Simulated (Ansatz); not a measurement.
# CH₄FGaO, SMILES [CH3][Ga]([OH])[F]: harmonic frequencies at the relaxed geometry

Program: Ansatz's Python interface.

The script reads `ch4fgao.xyz`:
```text
8

C    -0.65600    0.35870    0.77930
Ga   -0.11590   -0.29500   -0.89600
O     1.41640   -0.72260   -1.18170
F     0.31220    1.22560   -1.48030
H    -1.14070   -0.61080    0.59510
H     0.13550    0.35020    1.48740
H    -1.45390    1.08960    1.17220
H     1.59450   -1.45280   -0.53170
```

Interactive session:
```pycon
>>> import itertools
>>> import ansatz as az
>>> from ase import Atoms
>>> from ase.data import atomic_numbers, covalent_radii
>>> from ase.thermochemistry import IdealGasThermo
>>> import numpy as np
>>> geometry = az.Crystal.molecule_from_extxyz("ch4fgao.xyz")
>>> setup = (
...     geometry.calculation()
...     .basis(gaussian="def2-SVP")
...     .functional("HF")
... )
>>> symbols = [site.symbol for site in geometry.cartesian_sites]
>>> start = np.array([site.position_ang for site in geometry.cartesian_sites], dtype=float)
>>> data = setup.relax(force_tolerance=0.003).run().report
>>> end = np.array(data["positions_ang"])
>>> # pairs closer than 1.2 times the sum of covalent radii, before or after
>>> radius = [covalent_radii[atomic_numbers[s]] for s in symbols]
>>> span = lambda where, i, j: np.linalg.norm(where[i] - where[j])
>>> bonded = [(i, j) for i, j in itertools.combinations(range(len(symbols)), 2) if min(span(start, i, j), span(end, i, j)) < 1.2 * (radius[i] + radius[j])]
>>> print("pair        before    after (A)")
pair        before    after (A)
>>> for i, j in bonded:
...     print(f"{symbols[i]}{i}-{symbols[j]}{j}".ljust(10), f"{span(start, i, j):8.4f} {span(end, i, j):8.4f}")
...
C0-Ga1       1.8777   1.9623
C0-H4        1.0995   1.0903
C0-H5        1.0620   1.0918
C0-H6        1.1512   1.0917
Ga1-O2       1.6163   1.7640
Ga1-F3       1.6843   1.7422
O2-H7        0.9937   0.9429
>>> # frequencies need a stationary point, so they are taken at the relaxed geometry
>>> minimum = az.Crystal.molecule()
>>> for symbol, place in zip(symbols, end):
...     minimum = minimum.atom(symbol, place.tolist())
...
>>> vibrating = minimum.calculation()
>>> vibrating = vibrating.basis(gaussian="def2-SVP")
>>> vibrating = vibrating.functional("HF").phonons(temperatures=(200, 600, 100))
>>> vib = vibrating.run().report["vibrations"]
>>> sums = vib["harmonic_sums"]
>>> modes = [m["omega_inv_cm"] for m in sums["modes_at_gamma"] if m["rigid_motion"] == "no"]
>>> print("frequencies (1/cm):", " ".join(f"{w:.0f}" for w in modes))
frequencies (1/cm): 41 167 195 225 341 596 729 742 766 770 822 1357 1553 1555 3179 3272 3285 4226
>>> print("imaginary modes:", sum(w < 0 for w in modes), " zero-point energy:", round(sums["zero_point_energy_ev"], 4), "eV")
imaginary modes: 0  zero-point energy: 1.4767 eV
>>> # rigid rotor and ideal gas, symmetry number taken as one
>>> gas = IdealGasThermo(vib_energies=[w / 8065.544 for w in modes if w > 0], geometry="linear" if len(modes) == 3 * len(symbols) - 5 else "nonlinear",
...                      atoms=Atoms(symbols, positions=end), symmetrynumber=1, spin=0.0)
>>> print(f"H(298 K) - E = {gas.get_enthalpy(298.15, verbose=False):.4f} eV")
H(298 K) - E = 1.6762 eV
>>> print(f"S(298 K, 1 bar) = {96485.33 * gas.get_entropy(298.15, 1e5, verbose=False):.1f} J/(mol K) with symmetry number 1")
S(298 K, 1 bar) = 337.6 J/(mol K) with symmetry number 1
>>> # all hydrogen replaced by deuterium
>>> heavier = vibrating.phonons(masses={"H": 2.014102}).run().report["vibrations"]["harmonic_sums"]
>>> print("deuterated (1/cm):", " ".join(f"{m['omega_inv_cm']:.0f}" for m in heavier["modes_at_gamma"] if m["rigid_motion"] == "no"))
deuterated (1/cm): 29 150 184 218 252 543 551 587 630 731 761 1058 1122 1124 2282 2422 2434 3078
>>> print("zero-point energy falls by", round(sums["zero_point_energy_ev"] - heavier["zero_point_energy_ev"], 4), "eV")
zero-point energy falls by 0.351 eV
```

Reading the output:
- The frequencies are harmonic and unscaled, in a modest basis. The result belongs to the one conformer reached from this start, and soft torsions count as harmonic oscillators.
- The entropy takes a symmetry number of 1; a symmetric molecule's is lower by R ln(sigma).
- The whole script took 3.5 min on 1 thread of Arm Neoverse V2, on a shared host, peak memory 0.31 GiB.
